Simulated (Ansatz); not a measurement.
# KCl (SMILES [Cl][K]): single points off equilibrium

The task here is to estimate one member of a computed series from the others.

Method: single points in def2-TZVPP; program: Ansatz 0.2.0, Gaussian basis.

Cores are frozen in the correlated methods. The outer core shell of Li, Na, Mg and K is correlated.

**Where the work starts**

SMILES `[Cl][K]`, 2 atoms, charge 0, spin multiplicity 1.

Atoms are counted from 1 here; the program's logs count them from 0.

Bond lengths: Cl1–K2 2.552 Å.

As a file:

```
Cl    1.07820   -0.43680    0.54950
K    -1.04770    0.38980   -0.59500
```

Set-up of the first run:

run/in.yaml

```yaml
crystal:
  periodic: [false, false, false]
  atoms:
    - {symbol: Cl, position_ang: [1.078200, -0.436800, 0.549500]}
    - {symbol: K, position_ang: [-1.047700, 0.389800, -0.595000]}
basis:
  gaussian: {orbitals: def2-TZVPP}
correlation: {method: ccsd_t}
output: {forces: true}
```

The command line of these runs was not kept.

Steps of the session up to this table: CCSD(T)/def2-TZVPP; PBE0-D4/def2-TZVPP; wB97M-V/def2-TZVPP; r2SCAN-D4/def2-TZVPP; PBE-D4/def2-TZVPP; B97M-V/def2-TZVPP; r2SCAN0-D4/def2-TZVPP.

One of the session's tables, all rows but one given; the rest of the session is left out.

```
    method  RMS force component (eV/Å)  dipole (D)
   CCSD(T)                       0.648        9.81
   PBE0-D4                       0.506        9.54
   wB97M-V                       0.567        9.61
 r2SCAN-D4                       0.554        9.60
    PBE-D4                       0.510        9.20
    B97M-V                       0.568        9.49
r2SCAN0-D4                           ?           ?
```

Estimate the missing values for r2SCAN0-D4.

The run gave: RMS force component (eV/Å): 0.542; dipole (D): 9.73. In the column «RMS force component (eV/Å)» it lies between PBE-D4 (0.510) and r2SCAN-D4 (0.554).
